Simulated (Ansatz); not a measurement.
## Te4Pt3: single point with PBE0

The system is Te4Pt3.

```
CELL_PARAMETERS angstrom
1.99400 1.15124 11.79667
-1.99400 1.15124 11.79667
0.00000 -2.30247 11.79667
ATOMIC_POSITIONS crystal
Pt 0.85400 0.85400 0.85400
Pt 0.14600 0.14600 0.14600
Pt 0.00000 0.00000 0.00000
Te 0.70500 0.70500 0.70500
Te 0.29500 0.29500 0.29500
Te 0.55700 0.55700 0.55700
Te 0.44300 0.44300 0.44300
```

```json
{
 "Program": "Ansatz 0.2.0",
 "Task": "single point",
 "Functional": "PBE0",
 "Potentials or basis": "Ansatz PAW",
 "Cutoff": "420 eV (not typed: the program's choice for these potentials)",
 "k mesh": "6 × 6 × 6",
 "Occupations": "fermi-dirac, width 0.05 eV",
 "Spin": "no spin polarisation"
}
```

```json
{"Pressure": "-0.4 GPa", "Largest force": "1.087 eV/Å", "Band gap on the k mesh": "none (metal or under the smearing width)"}
```

Forces on the atoms (eV/Å):
```
Pt   0.000  0.000  0.350
Pt   0.000  0.000 -0.350
Pt   0.000  0.000  0.000
Te   0.000  0.000 -0.165
Te   0.000  0.000  0.165
Te   0.000  0.000 -1.087
Te   0.000  0.000  1.087
```

Stress tensor (GPa, compression positive):
```
-0.40  0.00  0.00
 0.00 -0.40  0.00
 0.00  0.00 -0.53
```

Levels at points of the mesh, in eV from the Fermi level:
| k point | band 55 | band 56 | band 57 | band 58 | band 59 | band 60 | band 61 | band 62 | band 63 | band 64 |
| --- | --- | --- | --- | --- | --- | --- | --- | --- | --- | --- |
| (0.00, 0.00, 0.00) | -1.00 | -1.00 | 1.16 | 1.16 | 1.73 | 2.82 | 2.82 | 3.02 | 3.02 | 3.20 |
| (0.00, 0.00, -0.50) | -3.27 | -3.18 | -2.67 | -1.84 | -1.20 | -0.69 | 1.64 | 2.43 | 2.52 | 4.32 |
| (0.00, -0.50, -0.50) | -3.29 | -2.84 | -2.62 | -2.19 | -1.55 | 0.34 | 1.46 | 2.16 | 3.59 | 3.60 |
| (-0.50, -0.50, -0.50) | -1.02 | -0.67 | 0.25 | 1.46 | 1.46 | 2.07 | 2.07 | 3.59 | 3.59 | 3.91 |

Run time: 8.2 min on 1 × NVIDIA H100 80GB HBM3 with 2 threads of AMD EPYC 7R13 Processor (Zen 3) (shared host), peak memory 8.3 GiB.

Caveat: the PAW data sets come from PBE, with cores solved anew for the run's functional, which leaves a small shift of forces and pressure; forces of over 1 eV/Å show positions far from the minimum, so gaps and moduli don't describe the material at rest; the thresholds are loose for stress. Spin-orbit coupling is left out, which matters for the levels of Pt, Te.
